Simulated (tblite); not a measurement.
# C3H7B2F3Si: the cost of one run

The runs use tblite 0.8.0 and PySCF 2.14.0, with density-fitted response routines of our own; the level of theory stands in each step. All values are computed, except where a source is named. Atoms count from 0, in the outputs and in this text.

## 1. The molecule as given

16 atoms, charge 0, multiplicity 1; geometry from: force field or distance geometry start.

Bonds of the start (Å): C0–C1 1.35, C1–B2 1.56, B2–B3 1.69, B3–Si4 1.91, Si4–C5 1.86, C5–F6 1.38, C5–F7 1.37, C5–F8 1.38, C0–H9 1.05, C0–H10 1.08, C1–H11 1.11, B2–H12 1.17, B3–H13 1.18, Si4–H14 1.47, Si4–H15 1.49.

## 2. Optimising the geometry with GFN2-xTB

Job settings and geometry (Å):

```
{"job": {"kind": "relax", "xc": "GFN2-xTB", "basis": "xTB"}, "charge": 0, "multiplicity": 1}
C      3.402600    -0.332000     0.759200
C      2.128300     0.086700     0.899600
B      1.102400    -0.236200    -0.230400
B     -0.009900     1.020100    -0.453200
Si    -1.830800     0.761300    -0.983200
C     -2.840500    -0.208700     0.245000
F     -2.414000    -1.516800     0.204400
F     -4.149900    -0.150200    -0.142500
F     -2.705000     0.367900     1.486600
H      3.762200    -0.862700    -0.075100
H      4.068700    -0.090800     1.571000
H      1.814300     0.630000     1.816000
H      1.566000    -0.640500    -1.226800
H      0.486800     2.084300    -0.543700
H     -1.946600     0.243700    -2.349100
H     -2.442100     2.120400    -0.989000
```

Launch:

```console
$ OMP_NUM_THREADS=1 python probes_run.py task.json out
```

One launch serves the whole session: the jobs run in the order shown.

Q: Estimate the wall time and peak memory of this first job on 1 thread of Arm Neoverse N1, shared host.

About 1.5 s, with a peak of 0.18 GiB.
